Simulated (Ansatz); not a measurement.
# TaN (septet): wave-function methods side by side, def2-TZVPP

The task here is to estimate one member of a computed series from the others.

Computed with Ansatz 0.2.0, Gaussian basis. Level: def2-TZVPP, core rule «outside noble gas», up to 5 orbitals frozen.

The runs, in order: UHF; CCSD(T) on ROHF; CCSDT(Q) on ROHF; CCSDT(Q) on UHF.

7 further runs of the same task are left out: 4 for a known fault of the program, 3 set aside as unsound or not needed.

## The system

The geometry is a PBE0/def2-TZVP stationary point (not a proven minimum). No spin-orbit coupling is included. Elements past krypton take def2 core potentials.

2 atoms, charge 0, spin multiplicity 7.

Atoms are counted from 1 here; the program's logs count them from 0.

Bond lengths: Ta1–N2 2.115 Å.

The first run:

in.yaml

```yaml
crystal:
  periodic: [false, false, false]
  atoms:
    - {symbol: Ta, position_ang: [0.000000, 0.000000, 0.000000]}
    - {symbol: N, position_ang: [0.000000, 0.000000, 2.115400]}
basis:
  gaussian: {orbitals: def2-TZVPP}
magnetization: {spin_polarized: true, initial_magnetization: 6}
hamiltonian: {xc: hf}
output: {orbitals: {seedname: orbitals}}
```

The run is started by

```sh
$ ansatz run in.yaml --threads 1 --pin off --events-out ev --progress --plain --max-ram 4096MiB --backend cpu
```

Among the steps run: UHF; CCSD(T) on ROHF; CCSDT(Q) on ROHF; CCSDT(Q) on UHF.

One table of the session follows, with a row left open; its other results are not shown here.

```
   method  from RCCSDT(Q) (meV)
     ROHF               +6290.8
      UHF                     ?
     RMP2                +974.8
    RCCSD                +307.5
 RCCSD(T)                 +61.8
   RCCSDT                 +13.5
RCCSDT(Q)                     0
```

Q: Estimate the row for UHF from the others.

As computed: from RCCSDT(Q) (meV): +6026.5. In the column «from RCCSDT(Q) (meV)» it lies between RMP2 (+974.8) and ROHF (+6290.8).

Not comparable, so not listed: CCSDT(Q) on UHF (they don't share determinant, frozen orbitals or solution with the rows shown, or repeat one).
